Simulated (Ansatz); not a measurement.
**AlH₃O₃: small, medium and large basis sets**

An exercise on one series of results from a longer session: the logs are not shown, and one member is left open.

The runs use Ansatz 0.2.0, Gaussian basis; one geometry, several basis sets.

The runs, in order: PBE0-D4/def2-SVP; ωB97M-V/def2-SVP; PBE0-D4/def2-QZVPP; ωB97M-V/def2-QZVPP; the functionals' def2-TZVPP values are taken from earlier runs.

## The geometry

All runs share one geometry, relaxed beforehand with PBE0-D4 in a triple-zeta def2 set.

SMILES `[OH][Al]([OH])[OH]`, 7 atoms, charge 0, spin multiplicity 1.

Atoms are counted from 1 here; the program's logs count them from 0.

Bond lengths: O1–Al2 1.689 Å, O1–H5 0.956 Å, Al2–O3 1.689 Å, Al2–O4 1.689 Å, O3–H6 0.956 Å, O4–H7 0.956 Å. Angles: Al2–O1–H5 122.4°, O1–Al2–O3 120.0°, O1–Al2–O4 120.0°, O3–Al2–O4 120.0°, Al2–O3–H6 122.4°, Al2–O4–H7 122.5°.

Coordinates:

```mol
AlH3O3
  3D, bonds by distance, orders not assigned

  7  6  0  0  0  0  0  0  0  0999 V2000
   -1.6456    0.1897   -0.2821 O   0  0
    0.0087   -0.0097   -0.0065 Al  0  0
    0.6644    0.3659    1.5039 O   0  0
    1.0072   -0.5849   -1.2411 O   0  0
   -2.2421    0.5125    0.3910 H   0  0
    1.5947    0.2665    1.6978 H   0  0
    0.6738   -0.8079   -2.1084 H   0  0
  1  2  8  0
  2  3  8  0
  2  4  8  0
  1  5  8  0
  3  6  8  0
  4  7  8  0
M  END
```

Set-up of the first run:

in.yaml reads:

```yaml
crystal:
  periodic: [false, false, false]
  atoms:
    - {symbol: O, position_ang: [-1.645590, 0.189716, -0.282109]}
    - {symbol: Al, position_ang: [0.008653, -0.009750, -0.006502]}
    - {symbol: O, position_ang: [0.664391, 0.365882, 1.503863]}
    - {symbol: O, position_ang: [1.007216, -0.584896, -1.241127]}
    - {symbol: H, position_ang: [-2.242094, 0.512514, 0.390957]}
    - {symbol: H, position_ang: [1.594742, 0.266478, 1.697777]}
    - {symbol: H, position_ang: [0.673782, -0.807943, -2.108357]}
basis:
  gaussian: {orbitals: def2-SVP}
hamiltonian: {xc: pbe0, dispersion: d4}
output: {orbitals: {seedname: orbitals}}
```

Started as:

```console
ansatz run in.yaml --threads 4 --pin off --events-out ev --progress --plain --max-ram 10444MiB
```

Among the steps run: PBE0-D4 in def2-SVP; ωB97M-V in def2-SVP; PBE0-D4 in def2-QZVPP; ωB97M-V in def2-QZVPP.

One of the session's tables, all rows but one given; the rest of the session is left out.

It belongs to the step «Functionals by basis». 

```
functional       basis  HOMO (eV)
   PBE0-D4    def2-SVP      -8.65
   PBE0-D4  def2-TZVPP      -9.03
   PBE0-D4  def2-QZVPP      -9.11
   ωB97M-V    def2-SVP     -11.11
   ωB97M-V  def2-TZVPP          ?
   ωB97M-V  def2-QZVPP     -11.62
```

Q: Estimate the row for ωB97M-V, def2-TZVPP from the others.

The run gave: HOMO (eV): -11.53. In the column «HOMO (eV)» it lies between ωB97M-V, def2-QZVPP (-11.62) and ωB97M-V, def2-SVP (-11.11).
